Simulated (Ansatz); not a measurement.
# C2H5BGaN: basis-set convergence

How large a basis does C2H5BGaN need? Two functionals are run in growing sets.

The runs use Ansatz 0.2.0, Gaussian basis; one geometry, several basis sets.

The runs, in order: PBE0-D4/def2-SVP; ωB97M-V/def2-SVP; PBE0-D4/def2-QZVPP; ωB97M-V/def2-QZVPP; the functionals' def2-TZVPP values are taken from earlier runs.

### Step 1. The relaxed structure

The geometry comes from an earlier relaxation with PBE0-D4 in a triple-zeta def2 set; it is a stationary point, not always the lowest conformer.

SMILES `N#CC[BH][GaH2]`, 10 atoms, charge 0, spin multiplicity 1.

Atoms are counted from 1 here; the program's logs count them from 0.

Bond lengths: N1–C2 1.151 Å, C2–C3 1.449 Å, C3–B4 1.578 Å, C3–H6 1.098 Å, C3–H7 1.098 Å, B4–Ga5 2.082 Å, B4–H8 1.200 Å, Ga5–H9 1.572 Å, Ga5–H10 1.572 Å. Angles: N1–C2–C3 176.0°, C2–C3–B4 114.5°, C2–C3–H6 110.0°, C2–C3–H7 110.0°, B4–C3–H6 108.7°, B4–C3–H7 108.5°, H6–C3–H7 104.7°, C3–B4–Ga5 122.7°, C3–B4–H8 114.3°, Ga5–B4–H8 123.0°, B4–Ga5–H9 121.4°, B4–Ga5–H10 121.4°, H9–Ga5–H10 117.2°.

### Step 2. PBE0-D4 in def2-SVP

in.yaml reads:

```yaml
crystal:
  periodic: [false, false, false]
  atoms:
    - {symbol: N, position_ang: [0.692397, -0.033522, 2.493125]}
    - {symbol: C, position_ang: [0.590222, -0.600589, 1.496948]}
    - {symbol: C, position_ang: [0.424448, -1.228679, 0.201947]}
    - {symbol: B, position_ang: [-0.168285, -0.283331, -0.914124]}
    - {symbol: Ga, position_ang: [-0.665015, 1.706654, -0.557018]}
    - {symbol: H, position_ang: [-0.220474, -2.113032, 0.293363]}
    - {symbol: H, position_ang: [1.387770, -1.622385, -0.149768]}
    - {symbol: H, position_ang: [-0.306696, -0.809320, -1.983715]}
    - {symbol: H, position_ang: [-2.110118, 2.121232, -0.097755]}
    - {symbol: H, position_ang: [0.375761, 2.862973, -0.783001]}
basis:
  gaussian: {orbitals: def2-SVP}
hamiltonian: {xc: pbe0, dispersion: d4}
output: {orbitals: {seedname: orbitals}}
```

On the command line:

```console
$ ansatz run in.yaml --threads 4 --pin off --events-out ev --progress --plain --max-ram 10444MiB
```

After this run come: ωB97M-V in def2-SVP; PBE0-D4 in def2-QZVPP; ωB97M-V in def2-QZVPP.

**Question.** What will the summary of the whole plan be? Wanted: PBE0-D4: double and triple zeta above quadruple; ωB97M-V: double and triple zeta above quadruple.

**Answer**, as computed:

| quantity | value |
| --- | --- |
| PBE0-D4: double and triple zeta above quadruple | 12.91, 1.42 eV |
| ωB97M-V: double and triple zeta above quadruple | 13.07, 1.37 eV |

What this shows: For PBE0-D4 the step from double to triple zeta gains 11.49 eV and the next only 1.42 eV. Total energies overstate the basis error of differences, where much of it tends to cancel.
